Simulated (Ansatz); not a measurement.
Geometry optimisation, DFT PBE, scalar-relativistic, plane waves, PAW (Ansatz 0.2.0).

input.yaml

```yaml
crystal:
  lattice:
    - [-4.118, -4.118, 0.0]
    - [4.118, -4.118, 0.0]
    - [0.0, 0.0, 5.298]
  atoms:
    - { symbol: P, position: [0.4985123, 0.5054316, 0.0075644], spin: 1.0 }
    - { symbol: Si, position: [-0.0042725, 0.4916025, 0.2409621] }
    - { symbol: O, position: [0.1953735, 0.501686, -0.0008695] }
    - { symbol: O, position: [0.0046409, 0.1902467, 0.2515766] }
    - { symbol: O, position: [0.8033114, 0.5043002, 0.0085302] }
    - { symbol: O, position: [0.0085248, 0.8098986, 0.2461523] }
    - { symbol: Si, position: [-0.0030995, 0.5006517, 0.7402845] }
    - { symbol: O, position: [0.1896096, 0.5085263, 0.4982761] }
    - { symbol: O, position: [0.0016113, 0.200247, 0.7547106] }
    - { symbol: O, position: [0.8055996, 0.5034928, 0.5003832] }
    - { symbol: O, position: [0.0072743, 0.7977964, 0.7455104] }
    - { symbol: Si, position: [0.0044896, -0.0003619, 0.0042021] }
    - { symbol: Si, position: [0.4995008, 0.0001709, 0.2497955] }
    - { symbol: O, position: [0.6956649, 0.0078753, 0.000304] }
    - { symbol: O, position: [0.5023315, 0.690384, 0.2564897] }
    - { symbol: O, position: [0.3048101, 0.0047664, 0.0036916] }
    - { symbol: O, position: [0.504058, 0.3112994, 0.2530522] }
    - { symbol: Si, position: [3.96e-05, 0.0053304, 0.4949385] }
    - { symbol: Si, position: [0.5005262, -0.0020624, 0.7510205] }
    - { symbol: O, position: [0.6901259, -0.0032797, 0.4943719] }
    - { symbol: O, position: [0.4925918, 0.6939415, 0.7514036] }
    - { symbol: O, position: [0.304627, 0.0109819, 0.5063937] }
    - { symbol: O, position: [0.5067379, 0.2957939, 0.7552412] }
magnetization:
  spin_polarized: true
basis:
  ecutwfc: 420.0
kpoints:
  mp_grid: { grid: [2, 2, 2] }
hamiltonian:
  xc: pbe
  pseudopotentials: { kind: paw, azcp: { folder: soft_1 } }
scf:
  occupations: { method: gaussian, width: 0.02 }
  lower_state_search: "off"
relax:
  f_tol: 0.03
  max_steps: 60
  adjacent_minimum: "off"
```

Command:

```bash
$ ansatz run input.yaml --threads 2 --pin off --max-ram 5120MiB --backend cpu --events-out ev --progress --plain --runs-dir out
```

Task: Where does it end, and by what steps?

Result: The forces met the threshold. Limits of this set-up: coarse k mesh. After 4 steps the energy has fallen by 1.236 eV; O15 moved furthest, 0.16 Å.

```csv
step,energy less start (eV),largest force component (eV/Å),accepted
0,0.0000,2.922,yes
1,-0.6626,2.066,yes
2,-1.1997,0.522,yes
3,-1.2352,0.066,yes
4,-1.2359,0.016,yes
```

```xyz
23
Lattice="-4.1180 -4.1180 0.0000 4.1180 -4.1180 0.0000 0.0000 0.0000 5.2980" Properties=species:S:1:pos:R:3
P 0.003 -4.127 0.002
Si 2.062 -2.067 1.341
O 1.255 -2.873 0.003
O 0.805 -0.808 1.320
O -1.250 -5.379 0.003
O 3.319 -3.324 1.321
Si 2.062 -2.067 3.964
O 1.285 -2.843 2.652
O 0.805 -0.808 3.984
O -1.280 -5.409 2.652
O 3.319 -3.324 3.984
Si 0.003 -0.007 0.003
Si -2.056 -2.065 1.331
O -2.872 -2.882 0.004
O 0.804 -4.927 1.206
O -1.240 -1.250 0.004
O -0.800 -3.325 1.205
Si 0.003 -0.007 2.652
Si -2.056 -2.065 3.974
O -2.856 -2.866 2.652
O 0.804 -4.927 4.098
O -1.255 -1.266 2.652
O -0.800 -3.324 4.099
```

Whether the end is a true minimum wasn't checked by a vibrational analysis.

The run took 49 s on 2 threads of Arm Neoverse V1, with other jobs on the host, peak memory 0.57 GiB.
